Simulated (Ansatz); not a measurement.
# SiBr+ (triplet): from Hartree-Fock to the top rungs, cc-pVDZ

How much of the correlation energy of SiBr+ (triplet) does each wave-function method recover here?

Program: Ansatz 0.2.0, Gaussian basis. Level of theory: cc-pVDZ, core rule «outside noble gas», up to 19 orbitals frozen. These are calculated values, not measurements.

The runs, in order: UHF; CCSD(T) on ROHF; CCSD(T) on UHF; BCCD(T) on ROHF; CISD; CCSDT(Q) on ROHF; CCSDT(Q) on UHF; CASSCF and MRCISD+Q, 10 electrons in 8 orbitals; CASSCF and MRCISD+Q(relaxed), 10 electrons in 8 orbitals; CASSCF and NEVPT2, 10 electrons in 8 orbitals.

10 further runs of the same task are left out: 5 that didn't finish, 5 set aside as unsound or not needed.

### Step 1. What is computed

The geometry is a PBE0/def2-TZVP stationary point (not a proven minimum) of the parent state, kept for this charge and spin. No spin-orbit coupling is included. The filled d shell of Br may be among the frozen orbitals whatever the setting's name suggests; the logs give the count.

2 atoms, charge 1, spin multiplicity 3.

Atoms are counted from 1 here; the program's logs count them from 0.

Bond lengths: Si1–Br2 2.232 Å.

### Step 2. UHF

in.yaml reads:

```yaml
crystal:
  periodic: [false, false, false]
  atoms:
    - {symbol: Si, position_ang: [0.000000, 0.000000, 0.000000]}
    - {symbol: Br, position_ang: [0.000000, 0.000000, 2.231500]}
basis:
  gaussian: {orbitals: cc-pVDZ}
total_charge: 1
magnetization: {spin_polarized: true, initial_magnetization: 2}
hamiltonian: {xc: hf}
output: {orbitals: {seedname: orbitals}}
```

On the command line:

```console
ansatz run in.yaml --threads 1 --pin off --events-out ev --progress --plain --max-ram 2393MiB
```

The runs that follow: CCSD(T) on ROHF; CCSD(T) on UHF; BCCD(T) on ROHF; CISD; CCSDT(Q) on ROHF; CCSDT(Q) on UHF; CASSCF and MRCISD+Q, 10 electrons in 8 orbitals; CASSCF and MRCISD+Q(relaxed), 10 electrons in 8 orbitals; CASSCF and NEVPT2, 10 electrons in 8 orbitals.

**Question.** What will the summary of the whole plan be? Wanted: UCCSDT(Q) below the RHF energy; RMP2 from UCCSDT(Q); UMP2 from UCCSDT(Q); RCCSD from UCCSDT(Q); RCCSD(T) from UCCSDT(Q); UCCSD(T) from UCCSDT(Q); RCCSDT(Q) from UCCSDT(Q); NEVPT2 valence from UCCSDT(Q); MRCISD+Q valence from UCCSDT(Q).

As calculated:

| quantity | value |
| --- | --- |
| UCCSDT(Q) below the RHF energy | -5.0465 eV |
| RMP2 from UCCSDT(Q) | +80.8 kJ/mol |
| UMP2 from UCCSDT(Q) | +80.8 kJ/mol |
| RCCSD from UCCSDT(Q) | +21.1 kJ/mol |
| RCCSD(T) from UCCSDT(Q) | +4.4 kJ/mol |
| UCCSD(T) from UCCSDT(Q) | +4.5 kJ/mol |
| RCCSDT(Q) from UCCSDT(Q) | +0.5 kJ/mol |
| NEVPT2 valence from UCCSDT(Q) | +87.8 kJ/mol |
| MRCISD+Q valence from UCCSDT(Q) | +4.7 kJ/mol |
| MRCISD+Q(relaxed) valence from UCCSDT(Q) | +0.5 kJ/mol |
| levels within 1 kcal/mol (43 meV) | RCCSDT, UCCSDT, RCCSDT(Q), MRCISD+Q(relaxed) valence |
| T1 diagnostic | 0.039 |
| effectively unpaired electrons | 2.02 |

**Reading.** RCCSD(T) lands +4.4 kJ/mol from the yardstick (0.9 % of the correlation energy). One determinant dominates. Of the multireference levels listed MRCISD+Q(relaxed) valence comes nearest in total energy (+0.5 kJ/mol), which doesn't show that its space is the better one. These misses are within one basis, not against nature; the frozen cores of restricted and unrestricted runs differ, which can shift their rows.
